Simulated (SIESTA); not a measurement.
# TaTi3 under changes of volume

One of the cells (18.003 Å³/atom); the others are scaled copies at fixed shape and fractional positions:

```
Ta Ti
1.0
     4.16043    0.00000    0.00000
     0.00000    4.16043    0.00000
     0.00000    0.00000    4.16043
Ta Ti
1 3
Direct
  0.00000 0.00000 0.00000
  0.50000 0.50000 0.00000
  0.50000 0.00000 0.50000
  0.00000 0.50000 0.50000
```

The cell comes from a database or a generator and needn't be the stable form of this composition.

| Property | Result |
| --- | --- |
| Program | SIESTA 5.4.2 |
| Functional | PBEsol |
| Potentials or basis | PseudoDojo 0.4 standard (PBEsol files) |
| Basis | DZP (energy shift 0.003 Ry; two zetas on semicore shells) |
| Grid cutoff | 800 Ry |
| Energy shift | 0.003 Ry |
| k mesh | 7 × 7 × 7 |
| Occupations | fermi-dirac, width 0.05 eV |
| Spin | no spin polarisation |

```tsv
volume (Å³/atom)	energy over the lowest point (meV/atom)	pressure (GPa)
16.591	5.66	4.2
16.944	0.00	1.0
17.297	0.96	-1.8
18.003	19.73	-6.7
18.356	37.03	-8.9
18.709	?	?
```

Q: What does the run at 18.709 Å³/atom give?

A: Energy over the lowest point 58.93 meV/atom; pressure -10.8 GPa.

Worked out: A Birch-Murnaghan fit of order 3 (a polynomial in V^(-2/3)) to the other rows has its minimum at 17.07 Å³/atom with B0 = V·E''(V) = 136 GPa (rough, since the energies scatter). It gives 58.93 meV/atom at 18.709 Å³/atom, against the run's 58.93, and -dE/dV = -11.0 GPa, against -10.8.

Energies are extrapolated to zero smearing.

Caveats: short orbitals over semicore shells can move pressures by several GPa; the basis of atomic orbitals isn't converged, which shifts pressures, moduli and gaps.
